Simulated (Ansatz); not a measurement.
# MnCuAs: the cost of one run

Method: DFT at more than one level, as each input shows, in Ansatz 0.2.0.

### 1 The system as given

The structure is orthorhombic, space group Pnma (No. 62). The conventional cell has a = 6.619 Å, b = 3.858 Å, c = 7.305 Å, α = 90.00°, β = 90.00°, γ = 90.00°. Mn (site symmetry m) is surrounded by 5 As at 2.61 to 2.78 Å and 3 Cu at 2.80 to 2.87 Å. Cu (site symmetry m) is surrounded by 4 As at 2.46 to 2.52 Å and 2 Cu at 2.66 Å and 3 Mn at 2.80 to 2.87 Å. As (site symmetry m) has 4 Cu at 2.46 to 2.52 Å and 5 Mn at 2.61 to 2.78 Å as nearest neighbours.

Coordinates:

```
CELL_PARAMETERS angstrom
6.61946 0.00000 0.00000
0.00000 3.85800 0.00000
0.00000 0.00000 7.30494
ATOMIC_POSITIONS crystal
Mn 0.95839 0.75000 0.18632
Mn 0.04161 0.25000 0.81368
Mn 0.45839 0.75000 0.31368
Mn 0.54161 0.25000 0.68632
Cu 0.88016 0.75000 0.56238
Cu 0.11984 0.25000 0.43762
Cu 0.38016 0.75000 0.93762
Cu 0.61984 0.25000 0.06238
As 0.25568 0.75000 0.62055
As 0.74432 0.25000 0.37945
As 0.75568 0.75000 0.87945
As 0.24432 0.25000 0.12055
```

### 2 Relax cell and atoms

File input.yaml:

```yaml
crystal:
  lattice:
    - [6.6194588903, 0.0, 0.0]
    - [0.0, 3.85800336, 0.0]
    - [0.0, 0.0, 7.3049354103]
  atoms:
    - { symbol: Mn, position: [0.95839007, 0.75, 0.18632322], spin: 3.5 }
    - { symbol: Mn, position: [0.04160993, 0.25, 0.81367678], spin: 3.5 }
    - { symbol: Mn, position: [0.45839007, 0.75, 0.31367678], spin: 3.5 }
    - { symbol: Mn, position: [0.54160993, 0.25, 0.68632322], spin: 3.5 }
    - { symbol: Cu, position: [0.88016151, 0.75, 0.56237624] }
    - { symbol: Cu, position: [0.11983849, 0.25, 0.43762376] }
    - { symbol: Cu, position: [0.38016151, 0.75, 0.93762376] }
    - { symbol: Cu, position: [0.61983849, 0.25, 0.06237624] }
    - { symbol: As, position: [0.25567845, 0.75, 0.62054524] }
    - { symbol: As, position: [0.74432154, 0.25, 0.37945476] }
    - { symbol: As, position: [0.75567846, 0.75, 0.87945476] }
    - { symbol: As, position: [0.24432155, 0.25, 0.12054524] }
basis:
  ecutwfc: 420
  ecutrho_ratio: 4
kpoints:
  mp_grid: { grid: [4, 6, 4] }
hamiltonian:
  xc: pbe
scf:
  occupations: { method: gaussian, width: 0.05 }
output:
  forces: true
  stress: true
  eigenvalues: true
  populations: true
magnetization:
  spin_polarized: true
relax:
  f_tol: 0.03
  max_steps: 60
  cell: { stress_tol: 0.3 }
```

The run is started by

```sh
> ansatz run input.yaml --threads 8 --pin off --max-ram 22528MiB --backend cpu --events-out ev --progress --plain --runs-dir out
```

What time and memory should one allow on 8 threads of Intel Xeon Platinum 8259CL at 2.50GHz (Skylake/Cascade Lake), shared host?

About 1.8 min, with a peak of 2.2 GiB.
